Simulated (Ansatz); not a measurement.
# FHO₂SW: small, medium and large basis sets

The task here is to estimate one member of a computed series from the others.

Computed with Ansatz 0.2.0, Gaussian basis. Level: one geometry, several basis sets.

Plan: PBE0-D4/def2-SVP; ωB97M-V/def2-SVP; PBE0-D4/def2-QZVPP; ωB97M-V/def2-QZVPP; the functionals' def2-TZVPP values are taken from earlier runs.

**The relaxed structure**

An earlier PBE0-D4 in a triple-zeta def2 set relaxation fixed the geometry. W takes the def2 core potential; no spin-orbit term is included.

SMILES `[O]=[W]([OH])([F])=[S]`, 6 atoms, charge 0, spin multiplicity 1.

Atoms are counted from 1 here; the program's logs count them from 0.

Bond lengths: O1–W2 1.693 Å, W2–O3 1.865 Å, W2–F4 1.852 Å, W2–S5 2.128 Å, O3–H6 0.961 Å. Angles: O1–W2–O3 107.7°, O1–W2–F4 109.4°, O1–W2–S5 108.8°, O3–W2–F4 111.5°, O3–W2–S5 109.7°, F4–W2–S5 109.7°, W2–O3–H6 125.2°.

Set-up of the first run:

in.yaml

```yaml
crystal:
  periodic: [false, false, false]
  atoms:
    - {symbol: O, position_ang: [1.012166, -1.220182, -1.189740]}
    - {symbol: W, position_ang: [0.396853, -0.206929, 0.018650]}
    - {symbol: O, position_ang: [-0.889136, 0.892936, -0.765461]}
    - {symbol: F, position_ang: [1.779083, 0.783121, 0.753964]}
    - {symbol: S, position_ang: [-0.506829, -1.407355, 1.525042]}
    - {symbol: H, position_ang: [-1.750038, 1.094408, -0.388557]}
basis:
  gaussian: {orbitals: def2-SVP}
hamiltonian: {xc: pbe0, dispersion: d4}
output: {orbitals: {seedname: orbitals}}
```

Steps of the session up to this table: PBE0-D4 in def2-SVP; ωB97M-V in def2-SVP; PBE0-D4 in def2-QZVPP; ωB97M-V in def2-QZVPP.

One table of the session follows, with a row left open; its other results are not shown here.

It belongs to the step «Functionals by basis». 

```
functional       basis  HOMO (eV)  LUMO (eV)
   PBE0-D4    def2-SVP      -8.06      -2.60
   PBE0-D4  def2-TZVPP      -8.03      -2.62
   PBE0-D4  def2-QZVPP          ?          ?
   ωB97M-V    def2-SVP     -10.12      -0.47
   ωB97M-V  def2-TZVPP     -10.13      -0.53
   ωB97M-V  def2-QZVPP     -10.15      -0.60
```

Estimate the missing values for PBE0-D4, def2-QZVPP.

**Answer.** HOMO (eV): -8.05; LUMO (eV): -2.65. In the column «HOMO (eV)» it lies between PBE0-D4, def2-SVP (-8.06) and PBE0-D4, def2-TZVPP (-8.03).
